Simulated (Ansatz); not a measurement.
# SiGeH (doublet): wave-function methods side by side at a displaced geometry (v1), cc-pVDZ

How much of the correlation energy of SiGeH (doublet) does each wave-function method recover here?

The runs use Ansatz 0.2.0, Gaussian basis; cc-pVDZ, core rule «outside noble gas», up to 19 orbitals frozen.

To be run: UHF; CCSD(T) on ROHF; CCSD(T) on UHF; BCCD(T) on ROHF; CISD; CCSDT(Q) on ROHF; CCSDT(Q) on UHF; CASSCF and MRCISD+Q, 9 electrons in 9 orbitals; CASSCF and NEVPT2, 9 electrons in 9 orbitals.

16 further runs of the same task are left out: 5 that didn't finish, 11 set aside as unsound or not needed.

## (1) The geometry

The geometry is a PBE0/def2-TZVP stationary point (not a proven minimum) with its atoms shifted at random (size 0.040 Å). No spin-orbit coupling is included. The filled d shell of Ge may be among the frozen orbitals whatever the setting's name suggests; the logs give the count.

3 atoms, charge 0, spin multiplicity 2.

Atoms are counted from 1 here; the program's logs count them from 0.

Bond lengths: Si1–Ge2 2.307 Å, Ge2–H3 1.834 Å. Angles: Si1–Ge2–H3 48.1°.

## (2) UHF

in.yaml

```yaml
crystal:
  periodic: [false, false, false]
  atoms:
    - {symbol: Si, position_ang: [0.000128, -0.025694, 1.657518]}
    - {symbol: Ge, position_ang: [-0.000705, -0.008739, -0.648996]}
    - {symbol: H, position_ang: [0.047259, 1.345738, 0.586165]}
basis:
  gaussian: {orbitals: cc-pVDZ}
magnetization: {spin_polarized: true, initial_magnetization: 1}
hamiltonian: {xc: hf}
output: {orbitals: {seedname: orbitals}}
```

Started as:

```
$ ansatz run in.yaml --threads 1 --pin off --events-out ev --progress --plain --max-ram 2393MiB
```

After this run come: CCSD(T) on ROHF; CCSD(T) on UHF; BCCD(T) on ROHF; CISD; CCSDT(Q) on ROHF; CCSDT(Q) on UHF; CASSCF and MRCISD+Q, 9 electrons in 9 orbitals; CASSCF and NEVPT2, 9 electrons in 9 orbitals.

**Question.** What will the summary of the whole plan be? Wanted: UCCSDT(Q) below the RHF energy; RMP2 from UCCSDT(Q); UMP2 from UCCSDT(Q); RCCSD from UCCSDT(Q); RCCSD(T) from UCCSDT(Q); UCCSD(T) from UCCSDT(Q); RCCSDT(Q) from UCCSDT(Q); NEVPT2 valence from UCCSDT(Q); MRCISD+Q valence from UCCSDT(Q).

**Answer**, as computed:

```
                         quantity                                        value
   UCCSDT(Q) below the RHF energy                                   -5.3125 eV
              RMP2 from UCCSDT(Q)                                  +1148.0 meV
              UMP2 from UCCSDT(Q)                                  +1155.0 meV
             RCCSD from UCCSDT(Q)                                   +281.5 meV
          RCCSD(T) from UCCSDT(Q)                                    +55.7 meV
          UCCSD(T) from UCCSDT(Q)                                    +55.3 meV
         RCCSDT(Q) from UCCSDT(Q)                                     +1.3 meV
    NEVPT2 valence from UCCSDT(Q)                                   +776.6 meV
  MRCISD+Q valence from UCCSDT(Q)                                     -6.9 meV
levels within 1 kcal/mol (43 meV)  RCCSDT, UCCSDT, RCCSDT(Q), MRCISD+Q valence
                    T1 diagnostic                                        0.019
   effectively unpaired electrons                                         1.06
```

RCCSD(T) misses by +55.7 meV, 1.0 % of the correlation energy. One determinant dominates. Of the multireference levels listed MRCISD+Q valence comes nearest in total energy (-6.9 meV), which doesn't show that its space is the better one. These misses are within one basis, not against nature; the frozen cores of restricted and unrestricted runs differ, which can shift their rows.
